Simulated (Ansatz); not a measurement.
# CH5SeSi radical: how energies converge with the basis set

How large a basis does CH5SeSi radical need? Two functionals are run in growing sets.

Method: one geometry, several basis sets; program: Ansatz 0.2.0, Gaussian basis.

Levels to be run: PBE0-D4/def2-SVP; ωB97M-V/def2-SVP; PBE0-D4/def2-QZVPP; ωB97M-V/def2-QZVPP; the functionals' def2-TZVPP values are taken from earlier runs.

## Step 1: The relaxed structure

All runs share one geometry, relaxed beforehand with PBE0-D4/def2-TZVP.

SMILES `C[Se][SiH2]`, 8 atoms, charge 0, spin multiplicity 2.

Atoms are counted from 1 here; the program's logs count them from 0.

Bond lengths: C1–Se2 1.956 Å, C1–H4 1.088 Å, C1–H5 1.088 Å, C1–H6 1.088 Å, Se2–Si3 2.258 Å, Si3–H7 1.490 Å, Si3–H8 1.495 Å. Angles: Se2–C1–H4 110.1°, Se2–C1–H5 110.1°, Se2–C1–H6 106.4°, H4–C1–H5 110.7°, H4–C1–H6 109.7°, H5–C1–H6 109.7°, C1–Se2–Si3 97.6°, Se2–Si3–H7 106.0°, Se2–Si3–H8 110.3°, H7–Si3–H8 110.2°.

## Step 2: PBE0-D4 in def2-SVP

in.yaml reads:

```yaml
crystal:
  periodic: [false, false, false]
  atoms:
    - {symbol: C, position_ang: [-0.874320, 1.028319, -0.368650]}
    - {symbol: Se, position_ang: [0.772801, 0.837703, 0.669857]}
    - {symbol: Si, position_ang: [1.261810, -1.282783, 0.065763]}
    - {symbol: H, position_ang: [-1.580265, 0.246760, -0.095664]}
    - {symbol: H, position_ang: [-0.651100, 0.990636, -1.432413]}
    - {symbol: H, position_ang: [-1.287707, 2.002463, -0.114013]}
    - {symbol: H, position_ang: [2.378775, -1.714412, 0.952345]}
    - {symbol: H, position_ang: [0.072108, -2.165786, 0.266973]}
basis:
  gaussian: {orbitals: def2-SVP}
magnetization: {spin_polarized: true, initial_magnetization: 1}
hamiltonian: {xc: pbe0, dispersion: d4}
output: {orbitals: {seedname: orbitals}}
```

Command:

```
$ ansatz run in.yaml --threads 4 --pin off --events-out ev --progress --plain --max-ram 10444MiB
```

The runs that follow: ωB97M-V in def2-SVP; PBE0-D4 in def2-QZVPP; ωB97M-V in def2-QZVPP.

Before running them: what should the planned runs give, taken together? Wanted: PBE0-D4: double and triple zeta above quadruple; ωB97M-V: double and triple zeta above quadruple.

The runs gave:

| quantity | value |
| --- | --- |
| PBE0-D4: double and triple zeta above quadruple | 13.73, 1.71 eV |
| ωB97M-V: double and triple zeta above quadruple | 13.75, 1.65 eV |

**Reading.** PBE0-D4 gains 12.02 eV from double to triple zeta, then 1.71 eV more. Total energies overstate the basis error of differences, where much of it tends to cancel.
